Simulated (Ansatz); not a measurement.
**C₃H₆Si: how energies converge with the basis set**

One table from this session's results is given with a row withheld; the runs are named, their logs left out.

Method: one geometry, several basis sets; program: Ansatz 0.2.0, Gaussian basis.

Plan: PBE0-D4/def2-SVP; ωB97M-V/def2-SVP; PBE0-D4/def2-QZVPP; ωB97M-V/def2-QZVPP; the functionals' def2-TZVPP values are taken from earlier runs.

## The relaxed structure

An earlier PBE0-D4 in a triple-zeta def2 set relaxation fixed the geometry.

10 atoms, charge 0, spin multiplicity 1.

Atoms are counted from 1 here; the program's logs count them from 0.

Bond lengths: Si1–C2 1.869 Å, Si1–H5 1.491 Å, Si1–H6 1.491 Å, Si1–H7 1.489 Å, C2–C3 1.515 Å, C2–C4 1.515 Å, C2–H8 1.095 Å, C3–C4 1.283 Å, C3–H9 1.076 Å, C4–H10 1.076 Å. Angles: C2–Si1–H5 111.3°, C2–Si1–H6 111.3°, C2–Si1–H7 109.1°, H5–Si1–H6 107.4°, H5–Si1–H7 108.8°, H6–Si1–H7 108.8°, Si1–C2–C3 121.9°, Si1–C2–C4 121.9°, Si1–C2–H8 114.8°, C3–C2–C4 50.1°, C3–C2–H8 116.5°, C4–C2–H8 116.5°, C2–C3–C4 65.0°, C2–C3–H9 144.5°, C4–C3–H9 150.6°, C2–C4–C3 65.0°, C2–C4–H10 144.5°, C3–C4–H10 150.6°.

Set-up of the first run:

in.yaml

```yaml
crystal:
  periodic: [false, false, false]
  atoms:
    - {symbol: Si, position_ang: [-1.146050, 0.586020, -0.665489]}
    - {symbol: C, position_ang: [-0.022183, -0.605349, 0.235718]}
    - {symbol: C, position_ang: [1.480638, -0.586110, 0.046317]}
    - {symbol: C, position_ang: [1.068981, -0.124656, 1.170040]}
    - {symbol: H, position_ang: [-1.607616, 0.018420, -1.964140]}
    - {symbol: H, position_ang: [-2.360038, 0.900932, 0.139997]}
    - {symbol: H, position_ang: [-0.405574, 1.850211, -0.930092]}
    - {symbol: H, position_ang: [-0.473707, -1.575439, 0.468638]}
    - {symbol: H, position_ang: [2.280979, -0.825504, -0.632009]}
    - {symbol: H, position_ang: [1.267670, 0.310373, 2.134018]}
basis:
  gaussian: {orbitals: def2-SVP}
hamiltonian: {xc: pbe0, dispersion: d4}
output: {orbitals: {seedname: orbitals}}
```

Command:

```
ansatz run in.yaml --threads 2 --pin off --events-out ev --progress --plain --max-ram 4352MiB
```

Steps of the session up to this table: PBE0-D4 in def2-SVP; ωB97M-V in def2-SVP; PBE0-D4 in def2-QZVPP; ωB97M-V in def2-QZVPP.

One table of the session follows, with a row left open; its other results are not shown here.

It belongs to the step «Density functionals: the series». 

```
functional       basis  HOMO (eV)  LUMO (eV)
   PBE0-D4    def2-SVP      -6.99      -0.10
   PBE0-D4  def2-TZVPP          ?          ?
   PBE0-D4  def2-QZVPP      -7.00      -0.39
   ωB97M-V    def2-SVP      -9.18       2.14
   ωB97M-V  def2-TZVPP      -9.20       1.75
   ωB97M-V  def2-QZVPP      -9.20       1.56
```

**Question.** Estimate the row for PBE0-D4, def2-TZVPP.

**Answer.** HOMO (eV): -7.00; LUMO (eV): -0.32.
